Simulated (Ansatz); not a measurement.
# Ba3MgF8: the band gap up the ladder of functionals

The task here is to estimate one member of a computed series from the others.

Code: Ansatz 0.2.0. PAW datasets, plane waves. Values at 0 K without nuclear motion; spin polarisation is off, and the phase may be a hypothetical one.

**The structure to begin with**

The cell was relaxed beforehand with r2SCAN.

Space group Cmmm (No. 65), orthorhombic; a = 8.090 Å, b = 11.793 Å, c = 4.352 Å in the conventional setting, 17.30 Å³ an atom. Around Mg lie 8 F at 2.15–2.54 Å; around F lie 4 Ba at 2.55–2.59 Å and 1 F at 2.80 Å; around F lie 2 Mg at 2.54 Å and 2 Ba at 2.60 Å and 5 F at 2.61–2.75 Å; around Ba lie 8 F at 2.55–2.73 Å; around F lie 1 Mg at 2.15 Å and 3 Ba at 2.72–2.73 Å.

Structure file:

```
CELL_PARAMETERS angstrom
4.04484 -5.89663 0.00000
4.04484 5.89663 0.00000
0.00000 0.00000 4.35208
ATOMIC_POSITIONS crystal
Mg 0.00000 0.00000 0.00000
F 0.38129 0.61871 0.50000
F 0.11078 0.88922 0.50000
Ba 0.50000 0.00000 0.50000
F 0.90604 0.67885 0.00000
F 0.67885 0.90604 0.00000
Ba 0.00000 0.50000 0.50000
F 0.32115 0.09396 0.00000
F 0.09396 0.32115 0.00000
Ba 0.50000 0.50000 0.00000
F 0.88922 0.11078 0.50000
F 0.61871 0.38129 0.50000
```

Set-up of the first run:

File input.yaml:

```yaml
crystal:
  lattice:
    - [4.0448402371, -5.8966301269, 0.0]
    - [4.0448402371, 5.8966301269, 0.0]
    - [0.0, 0.0, 4.3520780009]
  atoms:
    - { symbol: Mg, position: [0.0, 0.0, 0.0] }
    - { symbol: F, position: [0.3812919975, 0.6187080025, 0.5] }
    - { symbol: F, position: [0.1107833005, 0.8892166995, 0.5] }
    - { symbol: Ba, position: [0.5, 0.0, 0.5] }
    - { symbol: F, position: [0.9060447802, 0.6788505667, 0.0] }
    - { symbol: F, position: [0.6788505667, 0.9060447802, 0.0] }
    - { symbol: Ba, position: [0.0, 0.5, 0.5] }
    - { symbol: F, position: [0.3211494333, 0.0939552198, 0.0] }
    - { symbol: F, position: [0.0939552198, 0.3211494333, 0.0] }
    - { symbol: Ba, position: [0.5, 0.5, 0.0] }
    - { symbol: F, position: [0.8892166995, 0.1107833005, 0.5] }
    - { symbol: F, position: [0.6187080025, 0.3812919975, 0.5] }
kpoints:
  mp_grid: { grid: [4, 4, 6] }
  band_path:
    path:
      - [[0.0, 0.0, 0.0], [-0.5, 0.5, 2.167379846161e-34], [-0.3676345728364, 0.6323654271636, 3.409061606807e-19]]
      - [[0.3676345728364, 0.3676345728364, 9.468400733094e-19], [0.0, 0.0, 0.0], [8.601277359479e-35, 7.221214334318e-35, 0.5], [0.3676345728364, 0.3676345728364, 0.5]]
      - [[-0.3676345728364, 0.6323654271636, 0.5], [-0.5, 0.5, 0.5], [-0.5, 0.5, 2.167379846161e-34]]
      - [[0.0, 0.0, 0.0], [2.571473701547e-17, 0.5, 6.438731169951e-19], [2.626990499767e-17, 0.5, 0.5], [8.601277359479e-35, 7.221214334318e-35, 0.5], [-0.5, 0.5, 0.5]]
    npoints: 10
hamiltonian:
  xc: pbe
scf:
  occupations: { method: fermi_dirac, width: 0.02 }
  n_extra_bands: 7
output:
  forces: true
  stress: true
  eigenvalues: true
```

Among the steps run: Band structure with PBE; r2SCAN at the same geometry; HSE06; PBE+SOC; PBE0 at the same geometry.

One of the session's tables, all rows but one given; the rest of the session is left out.

```
  level  gap (eV)
    PBE      5.20
 r2SCAN         ?
  HSE06      7.06
PBE+SOC      5.20
   PBE0      7.83
```

**Question.** Estimate the row for r2SCAN.

As computed: gap (eV): 5.73. In the column «gap (eV)» it lies between PBE+SOC (5.20) and HSE06 (7.06).

Meshes: PBE 4×4×6, r2SCAN 4×4×6, HSE06 2×2×4, PBE+SOC 4×4×6, PBE0 2×2×4

PBE reaches 74 % of the HSE06 value, and r2SCAN 81 %. PBE0 lies 0.77 eV above HSE06, which differs from it by screening the long-range exchange.

To keep in mind: Warnings in the runs' records: stress scf threshold loose, stress exchange threshold loose.
